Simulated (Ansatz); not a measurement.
# GaBGeH (doublet): from Hartree-Fock to the top rungs at a displaced geometry (v1), cc-pVDZ

An exercise on one series of results from a longer session: the logs are not shown, and one member is left open.

Method: cc-pVDZ, core rule «outside noble gas», up to 29 orbitals frozen; program: Ansatz 0.2.0, Gaussian basis.

To be run: UHF; CCSD(T) on ROHF; CCSD(T) on UHF; BCCD(T) on ROHF; CISD; CCSDT(Q) on ROHF; CCSDT(Q) on UHF; CASSCF and MRCISD+Q, 9 electrons in 9 orbitals; CASSCF and NEVPT2, 9 electrons in 9 orbitals.

37 further runs of the same task are left out: 1 for a known fault of the program, 2 for a mislabelled method, 17 that didn't finish, 17 set aside as unsound or not needed.

## The system

The geometry is a PBE0/def2-TZVP stationary point (not a proven minimum) with its atoms shifted at random (size 0.040 Å). No spin-orbit coupling is included. The filled d shell of Ge, Ga may be among the frozen orbitals whatever the setting's name suggests; the logs give the count.

4 atoms, charge 0, spin multiplicity 2.

Atoms are counted from 1 here; the program's logs count them from 0.

Bond lengths: B1–Ge2 1.874 Å, B1–Ga3 2.058 Å, Ge2–Ga3 2.574 Å, Ga3–H4 1.505 Å. Angles: Ge2–B1–Ga3 81.6°, B1–Ge2–Ga3 52.3°, B1–Ga3–Ge2 46.1°, B1–Ga3–H4 157.5°, Ge2–Ga3–H4 155.3°.

Coordinates:

```
B    -0.02056   -1.38227    0.12671
Ge   -0.02139    0.10298    1.26991
Ga    0.02657    0.09680   -1.30401
H    -0.07620    0.70857   -2.67573
```

The first run:

Contents of in.yaml:

```yaml
crystal:
  periodic: [false, false, false]
  atoms:
    - {symbol: B, position_ang: [-0.020557, -1.382269, 0.126709]}
    - {symbol: Ge, position_ang: [-0.021390, 0.102978, 1.269914]}
    - {symbol: Ga, position_ang: [0.026574, 0.096801, -1.304009]}
    - {symbol: H, position_ang: [-0.076203, 0.708565, -2.675727]}
basis:
  gaussian: {orbitals: cc-pVDZ}
magnetization: {spin_polarized: true, initial_magnetization: 1}
hamiltonian: {xc: hf}
output: {orbitals: {seedname: orbitals}}
```

Run with:

```sh
> ansatz run in.yaml --threads 1 --pin off --events-out ev --progress --plain --max-ram 2393MiB
```

Among the steps run: UHF; CCSD(T) on ROHF; CCSD(T) on UHF; BCCD(T) on ROHF; CISD; CCSDT(Q) on ROHF; CCSDT(Q) on UHF; CASSCF and MRCISD+Q, 9 electrons in 9 orbitals; CASSCF and NEVPT2, 9 electrons in 9 orbitals.

One of the session's tables, all rows but one given; the rest of the session is left out.

```
           method  from RCCSDT(Q) (kcal/mol)
             ROHF                          ?
              UHF                    +161.49
             RMP2                     +28.29
             UMP2                     +33.47
            RCCSD                     +12.58
            UCCSD                     +12.59
         RCCSD(T)                      +1.92
         UCCSD(T)                      +2.42
          BCCD(T)                      +1.72
           RCCSDT                      +1.05
           UCCSDT                      +1.03
        RCCSDT(Q)                          0
        UCCSDT(Q)                      -0.13
  CASSCF frontier                    +107.55
  NEVPT2 frontier                     +26.64
  MRCISD frontier                     +11.71
MRCISD+Q frontier                      +1.37
```

Estimate the missing values for ROHF.

As computed: from RCCSDT(Q) (kcal/mol): +167.34. In the column «from RCCSDT(Q) (kcal/mol)» it is the highest.

Not comparable, so not listed: CISD (they don't share determinant, frozen orbitals or solution with the rows shown, or repeat one).

To keep in mind: Warnings: spin contamination; large T1 diagnostic. Restricted and unrestricted rows rest on different reference determinants; where their highest levels disagree by more than a few hundredths of an eV, they describe different states and don't form one ladder.
